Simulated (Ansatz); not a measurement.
# C2H7NOSi: a ladder of functionals and wavefunction methods

How much do the methods differ for C2H7NOSi? The plan is to run it at one geometry with functionals of several rungs and with coupled cluster. The yardstick is the atomisation energy at the CCSD(T) limit.

Method: functionals in def2-TZVPP, the program's frozen cores in correlated methods; program: Ansatz 0.2.0, Gaussian basis.

The runs, in order: PBE-D4, r2SCAN-D4, PBE0-D4, B3LYP-D4, ωB97X-V, ωB97M-V, B2PLYP; CCSD(T)/def2-TZVPP; MP2/def2-QZVPP; extrapolation to the limit.

## Step 1: Structure used throughout

An earlier PBE0-D4 in a triple-zeta def2 set relaxation fixed the geometry.

SMILES `C=NCO[SiH3]`, 12 atoms, charge 0, spin multiplicity 1.

Atoms are counted from 1 here; the program's logs count them from 0.

Bond lengths: C1–N2 1.259 Å, C1–H6 1.092 Å, C1–H7 1.089 Å, N2–C3 1.424 Å, C3–O4 1.408 Å, C3–H8 1.099 Å, C3–H9 1.098 Å, O4–Si5 1.644 Å, Si5–H10 1.489 Å, Si5–H11 1.489 Å, Si5–H12 1.480 Å. Angles: N2–C1–H6 123.4°, N2–C1–H7 118.3°, H6–C1–H7 118.3°, C1–N2–C3 119.8°, N2–C3–O4 114.5°, N2–C3–H8 107.1°, N2–C3–H9 107.0°, O4–C3–H8 110.2°, O4–C3–H9 110.2°, H8–C3–H9 107.6°, C3–O4–Si5 123.7°, O4–Si5–H10 110.7°, O4–Si5–H11 110.8°, O4–Si5–H12 106.3°, H10–Si5–H11 108.2°, H10–Si5–H12 110.5°, H11–Si5–H12 110.4°.

Coordinates:

```mol
C2H7NOSi
  3D, bonds by distance, orders not assigned

 12 11  0  0  0  0  0  0  0  0999 V2000
    0.6086    1.9888    1.0583 C   0  0
   -0.2198    1.1608    1.5198 N   0  0
   -0.5063   -0.0318    0.7955 C   0  0
    0.2003   -0.1628   -0.4154 O   0  0
    0.0153   -1.4287   -1.4484 Si  0  0
    1.1365    1.8487    0.1123 H   0  0
    0.8094    2.8925    1.6316 H   0  0
   -1.5885   -0.0418    0.6065 H   0  0
   -0.2775   -0.8754    1.4606 H   0  0
   -1.3971   -1.5284   -1.9094 H   0  0
    0.3799   -2.7105   -0.7841 H   0  0
    0.9163   -1.1664   -2.5933 H   0  0
  1  2  8  0
  2  3  8  0
  3  4  8  0
  4  5  8  0
  1  6  8  0
  1  7  8  0
  3  8  8  0
  3  9  8  0
  5 10  8  0
  5 11  8  0
  5 12  8  0
M  END
```

## Step 2: PBE-D4 (GGA)

Input file in.yaml:

```yaml
crystal:
  periodic: [false, false, false]
  atoms:
    - {symbol: C, position_ang: [0.608591, 1.988818, 1.058261]}
    - {symbol: N, position_ang: [-0.219826, 1.160817, 1.519816]}
    - {symbol: C, position_ang: [-0.506350, -0.031786, 0.795457]}
    - {symbol: O, position_ang: [0.200314, -0.162850, -0.415418]}
    - {symbol: Si, position_ang: [0.015275, -1.428742, -1.448380]}
    - {symbol: H, position_ang: [1.136469, 1.848669, 0.112341]}
    - {symbol: H, position_ang: [0.809401, 2.892550, 1.631642]}
    - {symbol: H, position_ang: [-1.588485, -0.041825, 0.606461]}
    - {symbol: H, position_ang: [-0.277488, -0.875441, 1.460647]}
    - {symbol: H, position_ang: [-1.397112, -1.528381, -1.909390]}
    - {symbol: H, position_ang: [0.379928, -2.710459, -0.784062]}
    - {symbol: H, position_ang: [0.916282, -1.166370, -2.593274]}
basis:
  gaussian: {orbitals: def2-TZVPP}
hamiltonian: {xc: pbe, dispersion: d4}
output: {forces: true, orbitals: {seedname: orbitals}}
```

Command:

```bash
$ ansatz run in.yaml --threads 4 --pin off --events-out ev --progress --plain --max-ram 10444MiB
```

After this run come: r2SCAN-D4 (meta-GGA); PBE0-D4 (hybrid); B3LYP-D4 (hybrid); ωB97X-V (range-separated); ωB97M-V (range-separated); B2PLYP (double hybrid); CCSD(T) in def2-TZVPP; MP2 in def2-QZVPP.

Q: Predict the results of all the runs planned. Wanted: atomisation energy, CCSD(T)/CBS; farthest; mean size of error, hybrid; mean size of error, range-separated; gap, smallest and largest; T1 diagnostic; triples share of the correlation energy.

The runs gave:

| quantity | value |
| --- | --- |
| atomisation energy, CCSD(T)/CBS | 46.098 eV |
| functionals within 0.230 eV (0.5 %) | r2SCAN-D4, PBE0-D4, B3LYP-D4, ωB97X-V, ωB97M-V |
| farthest | PBE-D4 (+0.885 eV) |
| mean size of error, hybrid | 0.106 eV |
| mean size of error, range-separated | 0.172 eV |
| gap, smallest and largest | 4.73 eV (PBE-D4), 12.17 eV (ωB97X-V) |
| T1 diagnostic | 0.0122 |
| triples share of the correlation energy | 3.9 % |

What this shows: PBE-D4 is off by +0.885 eV. Double hybrids carry the basis error of their MP2 part in triple zeta, and no dispersion term here, so their miss is partly the set-up's. The reference freezes the cores and leaves out relativity and excitations past (T), so misses under about 0.230 eV can't be ranked. Hartree-Fock recovers 71 % of the binding; the rest is correlation. The gap grows from 4.7 to 12.2 eV across the functionals, mostly with the share of exact exchange.
